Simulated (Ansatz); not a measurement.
# CH7FSi2 (SMILES F[SiH2]C[SiH3]) at BCCD(T)/6-31G(d) (spherical functions)

Aim: the vertical ionisation energy of CH7FSi2 at BCCD(T)/6-31G* (spherical functions), from 2 runs. 

The results are computed with Ansatz 0.2.0.

58 further runs of the same task are left out: 1 that didn't finish, 57 set aside as unsound or not needed.

## Step 1: The structure to begin with

CH7FSi2: 11 atoms, total charge 0, spin state singlet. SMILES: `F[SiH2]C[SiH3]`. The shape is that of a PBE0-D4/def2-TZVP optimisation. This is one conformer, not always the lowest.

Bond lengths: F1–Si2 1.604 Å, Si2–C3 1.854 Å, C3–Si4 1.877 Å, Si2–H5 1.484 Å, Si2–H6 1.484 Å, C3–H7 1.097 Å, C3–H8 1.095 Å, Si4–H9 1.485 Å, Si4–H10 1.488 Å, Si4–H11 1.487 Å. Some angles: F1–Si2–C3 109.3°, Si2–C3–Si4 115.3°, F1–Si2–H5 107.5°, F1–Si2–H6 107.1°, C3–Si2–H5 110.7°, C3–Si2–H6 112.0°, Si2–C3–H7 107.4°, Si2–C3–H8 109.5°, Si4–C3–H7 108.3°, Si4–C3–H8 109.0°.

## Step 2: The energy at BCCD(T)/6-31G(d) (spherical functions)

Input file in.yaml:

```yaml
crystal:
  periodic: [false, false, false]
  atoms:
    - {symbol: F, position_ang: [-1.629100, 1.667400, 0.202000]}
    - {symbol: Si, position_ang: [-0.069200, 1.498400, 0.534400]}
    - {symbol: C, position_ang: [0.349200, -0.305900, 0.605500]}
    - {symbol: Si, position_ang: [-0.157200, -1.306900, -0.899700]}
    - {symbol: H, position_ang: [0.694000, 2.172900, -0.545000]}
    - {symbol: H, position_ang: [0.175700, 2.177500, 1.831400]}
    - {symbol: H, position_ang: [1.437100, -0.385200, 0.722600]}
    - {symbol: H, position_ang: [-0.101300, -0.751100, 1.498900]}
    - {symbol: H, position_ang: [-1.636400, -1.388400, -0.995700]}
    - {symbol: H, position_ang: [0.369900, -0.665700, -2.134100]}
    - {symbol: H, position_ang: [0.392600, -2.686000, -0.812200]}
basis:
  gaussian: {orbitals: 6-31G_st_-spherical.json}
correlation: {method: bccd_t, frozen_orbitals: {C: 1, F: 1, H: 0, Si: 5}}
scf: {omitted_lower_state_checks: [cluster_reference, increment]}
accuracy: high
total_charge: 0
```

The basis set 6-31G* is read from a file made from the Basis Set Exchange's data (not shown).

Run with:

```console
ansatz run in.yaml --threads 1 --pin off --max-ram 3480MiB --events-out events.jsonl --progress --plain --runs-dir runs
```

The log of the run:

```text
Warning: RAYON_NUM_THREADS=1 ignored (pool sized by the plan → 1); use --threads N
Functional definition: HF
  name "HF"
  exchange = exact_x
  correlation = 0
these checks for a lower state are left out or cut short: cluster_reference, increment
1847 factors; integrals over basis functions are off by at most 3.6e-9 eV
mean field evaluation 1: about -19570.0320 eV, gradient 3.0e1 eV
mean field evaluation 2: about -19570.1428 eV, gradient 3.0e1 eV
mean field evaluation 4: about -19572.4536 eV, gradient 2.9e0 eV
mean field evaluation 8: about -19572.4849 eV, gradient 1.6e-1 eV
mean field -19572.48500601 eV, -719.2755572639 hartree, gradient 2.6e-8 eV, S^2 0.000000; 0 other end points of the search recorded, 0 dependent functions left out
12 core orbitals not correlated: weight in the atoms' cores, before any rotation towards them, 1.000 or more for the frozen orbitals, at most 0.000 for the correlated occupied ones
reference -19572.48500601 eV, -719.2755572639 hartree; 13, 13 occupied and 53, 53 virtual orbitals, 1847 factors
second order -12.47814613 eV of doubles, -0.00000000 eV of singles
cycle   1  -13.22589084 eV  change   -7.5e-1 eV  update   9.2e-2
cycle   2  -13.61640267 eV  change   -3.9e-1 eV  update   3.2e-2
cycle   3  -13.72579743 eV  change   -1.1e-1 eV  update   1.6e-2
cycle   4  -13.72150707 eV  change    4.3e-3 eV  update   3.1e-3
cycle   5  -13.71942278 eV  change    2.1e-3 eV  update   9.4e-4
cycle   6  -13.71926770 eV  change    1.6e-4 eV  update   2.7e-4
cycle   7  -13.71917655 eV  change    9.1e-5 eV  update   9.0e-5
cycle   8  -13.71915543 eV  change    2.1e-5 eV  update   2.5e-5
cycle   9  -13.71916839 eV  change   -1.3e-5 eV  update   8.2e-6
cycle  10  -13.71917233 eV  change   -3.9e-6 eV  update   2.6e-6
cycle  11  -13.71917223 eV  change    1.1e-7 eV  update   8.3e-7
cycle  12  -13.71917265 eV  change   -4.3e-7 eV  update   2.5e-7
cycle  13  -13.71917267 eV  change   -1.3e-8 eV  update   9.2e-8
cycle  14  -13.71917270 eV  change   -3.6e-8 eV  update   4.0e-8
cycle  15  -13.71917272 eV  change   -1.3e-8 eV  update   2.5e-8
cycle  16  -13.71917240 eV  change    3.1e-7 eV  update   1.0e-7
cycle  17  -13.71917243 eV  change   -2.5e-8 eV  update   2.4e-8
cycle  18  -13.71917242 eV  change    9.4e-9 eV  update   6.7e-9
cycle  19  -13.71917242 eV  change   -2.5e-9 eV  update   2.4e-9
perturbative correction -0.34537006 eV, -0.0126921156 hartree
Total energy: -19586.54954849 eV, -719.7924196668 hartree
Checks for a lower state left out: cluster_reference, increment
```

Wall time 16 s (1 thread of Arm Neoverse V1, shared host); peak memory 0.48 GiB.

## Step 3: The doublet cation, same level

in.yaml: that of step 2 with these lines changed.

```diff
@@ -15,6 +15,13 @@
 basis:
-  gaussian: {orbitals: 6-31G_st_-spherical.json}
-correlation: {method: bccd_t, frozen_orbitals: {C: 1, F: 1, H: 0, Si: 5}}
-scf: {omitted_lower_state_checks: [cluster_reference, increment]}
+  gaussian:
+    orbitals: 6-31G_st_-spherical.json
+scf:
+  omitted_lower_state_checks: [cluster_reference, increment]
+magnetization:
+  spin_polarized: true
+  initial_magnetization: 1
 accuracy: high
-total_charge: 0
+correlation:
+  method: bccd_t
+  frozen_orbitals: {C: 1, F: 1, H: 0, Si: 5}
+total_charge: 1
```

The basis set 6-31G* is read from a file made from the Basis Set Exchange's data (not shown).

Run with:

```console
ansatz run in.yaml --threads 1 --pin off --max-ram 3480MiB --events-out events.jsonl --progress --plain --runs-dir runs
```

The log of the run:

```text
Warning: RAYON_NUM_THREADS=1 ignored (pool sized by the plan → 1); use --threads N
Functional definition: HF
  name "HF"
  exchange = exact_x
  correlation = 0
these checks for a lower state are left out or cut short: cluster_reference, increment
1847 factors; integrals over basis functions are off by at most 3.6e-9 eV
mean field evaluation 1: about -19555.7623 eV, gradient 3.4e1 eV
mean field evaluation 2: about -19555.7803 eV, gradient 3.4e1 eV
mean field evaluation 4: about -19561.2233 eV, gradient 3.2e0 eV
mean field evaluation 8: about -19561.8420 eV, gradient 1.0e0 eV
mean field evaluation 16: about -19561.9553 eV, gradient 1.4e-7 eV
mean field evaluation 32: about -19561.0729 eV, gradient 8.9e0 eV
mean field -19561.95529663 eV, -718.8885975816 hartree, gradient 3.0e-8 eV, S^2 0.769520; 5 other end points of the search recorded, 0 dependent functions left out
12 core orbitals not correlated: weight in the atoms' cores, before any rotation towards them, 1.000 or more for the frozen orbitals, at most 0.000 for the correlated occupied ones
reference -19561.95529663 eV, -718.8885975816 hartree; 13, 12 occupied and 53, 54 virtual orbitals, 1847 factors
second order -11.99282479 eV of doubles, -0.00000000 eV of singles
cycle   1  -12.81191312 eV  change   -8.2e-1 eV  update   1.1e-1
cycle   2  -13.25759264 eV  change   -4.5e-1 eV  update   4.2e-2
cycle   3  -13.41105142 eV  change   -1.5e-1 eV  update   3.1e-2
cycle   4  -13.41309599 eV  change   -2.0e-3 eV  update   1.7e-2
cycle   5  -13.40459851 eV  change    8.5e-3 eV  update   1.3e-2
cycle   6  -13.40639157 eV  change   -1.8e-3 eV  update   9.3e-3
cycle   7  -13.40729006 eV  change   -9.0e-4 eV  update   6.6e-3
cycle   8  -13.40161439 eV  change    5.7e-3 eV  update   4.4e-3
cycle   9  -13.40615759 eV  change   -4.5e-3 eV  update   2.6e-3
cycle  10  -13.40558669 eV  change    5.7e-4 eV  update   1.9e-3
cycle  11  -13.40412598 eV  change    1.5e-3 eV  update   1.4e-3
cycle  12  -13.40431297 eV  change   -1.9e-4 eV  update   1.1e-3
cycle  13  -13.40611384 eV  change   -1.8e-3 eV  update   9.8e-4
cycle  14  -13.40532638 eV  change    7.9e-4 eV  update   7.8e-4
cycle  15  -13.40476217 eV  change    5.6e-4 eV  update   5.6e-4
cycle  16  -13.40545825 eV  change   -7.0e-4 eV  update   2.8e-4
cycle  17  -13.40520312 eV  change    2.6e-4 eV  update   1.8e-4
cycle  18  -13.40511526 eV  change    8.8e-5 eV  update   1.0e-4
cycle  19  -13.40509536 eV  change    2.0e-5 eV  update   7.0e-5
cycle  20  -13.40506533 eV  change    3.0e-5 eV  update   5.1e-5
cycle  21  -13.40510037 eV  change   -3.5e-5 eV  update   3.7e-5
cycle  22  -13.40511365 eV  change   -1.3e-5 eV  update   2.5e-5
cycle  23  -13.40510880 eV  change    4.9e-6 eV  update   1.2e-5
cycle  24  -13.40509972 eV  change    9.1e-6 eV  update   8.1e-6
cycle  25  -13.40509580 eV  change    3.9e-6 eV  update   6.1e-6
cycle  26  -13.40509516 eV  change    6.4e-7 eV  update   4.1e-6
cycle  27  -13.40509812 eV  change   -3.0e-6 eV  update   2.7e-6
cycle  28  -13.40509862 eV  change   -4.9e-7 eV  update   1.8e-6
cycle  29  -13.40509808 eV  change    5.4e-7 eV  update   1.1e-6
cycle  30  -13.40509784 eV  change    2.4e-7 eV  update   7.2e-7
cycle  31  -13.40509777 eV  change    7.1e-8 eV  update   4.3e-7
cycle  32  -13.40509804 eV  change   -2.7e-7 eV  update   2.9e-7
cycle  33  -13.40509807 eV  change   -2.6e-8 eV  update   1.9e-7
cycle  34  -13.40509809 eV  change   -2.3e-8 eV  update   1.3e-7
cycle  35  -13.40509810 eV  change   -9.5e-9 eV  update   1.0e-7
cycle  36  -13.40509806 eV  change    4.0e-8 eV  update   8.4e-8
cycle  37  -13.40509808 eV  change   -2.0e-8 eV  update   6.9e-8
cycle  38  -13.40509808 eV  change   7.9e-10 eV  update   5.9e-8
cycle  39  -13.40509803 eV  change    5.3e-8 eV  update   4.9e-8
cycle  40  -13.40509787 eV  change    1.6e-7 eV  update   9.7e-8
cycle  41  -13.40509786 eV  change    7.2e-9 eV  update   4.0e-8
cycle  42  -13.40509786 eV  change    1.9e-9 eV  update   2.7e-8
cycle  43  -13.40509786 eV  change   -8.4e-9 eV  update   2.2e-8
cycle  44  -13.40509786 eV  change    3.4e-9 eV  update   1.8e-8
cycle  45  -13.40509786 eV  change    1.4e-9 eV  update   1.5e-8
cycle  46  -13.40509785 eV  change    8.5e-9 eV  update   1.1e-8
cycle  47  -13.40509785 eV  change    3.3e-9 eV  update   6.9e-9
cycle  48  -13.40509785 eV  change    1.6e-9 eV  update   4.2e-9
cycle  49  -13.40509785 eV  change  -4.2e-10 eV  update   3.1e-9
perturbative correction -0.38972247 eV, -0.0143220365 hartree
Total energy: -19575.75011694 eV, -719.3955478777 hartree
Checks for a lower state left out: cluster_reference, increment
```

Wall time 91 s (1 thread of Arm Neoverse V1, shared host); peak memory 0.88 GiB.

## Step 4: Outcome

At BCCD(T)/6-31G* (spherical functions), 12 core orbitals frozen:

| quantity | value |
| --- | --- |
| singlet CH7FSi2: total energy | -719.79242 Eh |
| singlet CH7FSi2: correlation energy (12 core orbitals frozen) | -516.9 mEh |
| singlet CH7FSi2: (T) correction | -12.69 mEh |
| doublet cation: total energy | -719.39555 Eh |
| doublet cation: correlation energy (12 core orbitals frozen) | -507.0 mEh |
| doublet cation: (T) correction | -14.32 mEh |
| doublet cation: ⟨S²⟩ of the reference determinant | 0.770 |
| vertical ionisation energy (to the doublet cation) | 10.799 eV |

What this shows: The vertical ionisation energy comes to 10.80 eV (249 kcal/mol). The triples (singlet CH7FSi2) make up 2.5 % of the correlation energy. The triples (doublet cation) make up 2.8 % of the correlation energy.
